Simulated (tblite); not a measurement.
# C2H8O2Zn: the cost of one run

Computed with tblite 0.8.0 and PySCF 2.14.0; each step states its level. No surroundings beyond the atoms listed, unless a continuum is named. Atoms count from 0, parts from 1.

### Step 1. Starting point

13 atoms, charge 2, multiplicity 1; geometry: rigid parts in contact. Parts: 1 = atom 0, `[Zn+2]`, charge 2; 2 = atoms 1–6, `CO`, charge 0; 3 = atoms 7–12, `CO`, charge 0.

### Step 2. Bringing the parts together with GFN2-xTB

What the job is given:

```
{"job": {"kind": "dock", "xc": "GFN2-xTB", "basis": "xTB"}, "charge": 2, "multiplicity": 1, "parts": [{"atoms": "0-0", "charge": 2, "multiplicity": 1}, {"atoms": "1-6", "charge": 0, "multiplicity": 1}, {"atoms": "7-12", "charge": 0, "multiplicity": 1}]}
Zn    -0.136618     0.024873     0.281959
C      1.686350    -2.677911     0.684437
O      1.523557    -1.322567     1.076843
H      2.275832    -3.213114     1.457561
H      0.715918    -3.185089     0.662313
H      2.248510    -2.812807    -0.250951
H      2.408511    -0.898644     1.098579
C     -0.947843     2.580493     1.588605
O     -0.254442     3.637512     1.237762
H     -2.042545     2.814251     1.621539
H     -1.076105     1.847198     0.598077
H     -0.594303     1.981449     2.440053
H      0.643841     3.827776     1.595522
```

With the program's defaults for keys left out, this is: GFN2-xTB search for minima from random contacts, gas phase.

Launch:

```sh
$ OMP_NUM_THREADS=1 python cluster_run.py task.json out
```

This one command runs all jobs of the session in turn.

**Question.** How long does this first job take on 1 thread of Arm Neoverse V1, shared host?

About 6.2 s.
